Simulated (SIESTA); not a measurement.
The system is Hf3Te2.

```xyz
5
Lattice="-1.8418 1.8418 9.3584 1.8418 -1.8418 9.3584 1.8418 1.8418 -9.3584" Properties=species:S:1:pos:R:3 pbc="T T T"
Hf    0.0000    0.0000    9.3584
Hf    0.0000    0.0000    1.7295
Hf    0.0000    0.0000   16.9873
Te    0.0000    0.0000   12.3996
Te    0.0000    0.0000    6.3173
```

The cell comes from a database or a generator and needn't be the stable form of this composition.

```yaml
Program: SIESTA 5.4.2
Task: single point
Functional: PBEsol
Potentials_or_basis: PseudoDojo 0.4 standard (PBEsol files)
Basis: DZP (energy shift 0.003 Ry; two zetas on semicore shells)
Grid_cutoff: 800 Ry
Energy_shift: 0.003 Ry
k_mesh: 10 × 10 × 10
Occupations: fermi-dirac, width 0.05 eV
Spin: no spin polarisation
```

On this cell: pressure -1.3 GPa; largest force 0.524 eV/Å; band gap on the k mesh none (metal or under the smearing width).

The same run follows on a disturbed copy (atoms moved at random, drawn with an rms of 0.05 Å):

```
CELL_PARAMETERS angstrom
-1.84183 1.84183 9.35844
1.84183 -1.84183 9.35844
1.84183 1.84183 -9.35844
ATOMIC_POSITIONS crystal
Hf 0.50818 0.49463 0.00084
Hf 0.09865 0.09127 0.00413
Hf 0.91142 0.90621 0.00025
Te 0.66336 0.66210 0.00176
Te 0.34518 0.33782 0.01205
```

Task: What changes?

Result: The energy (extrapolated to zero smearing) moves by +0.9 meV/atom; pressure -1.6 GPa; largest force 0.569 eV/Å; band gap on the k mesh none (metal or under the smearing width).

Forces in eV/Å, atoms in the order of the input:
```
Hf   0.074 -0.055 -0.353
Hf   0.002 -0.090 -0.562
Hf   0.068  0.199  0.296
Te  -0.042  0.098  0.550
Te  -0.100 -0.152  0.069
```

Stress tensor (GPa, compression positive):
```
-1.34  0.01  0.06
 0.01 -1.35  0.28
 0.06  0.28 -2.01
```

Caveats: short orbitals over semicore shells can move pressures by several GPa; the basis of atomic orbitals isn't converged, which shifts pressures, moduli and gaps.
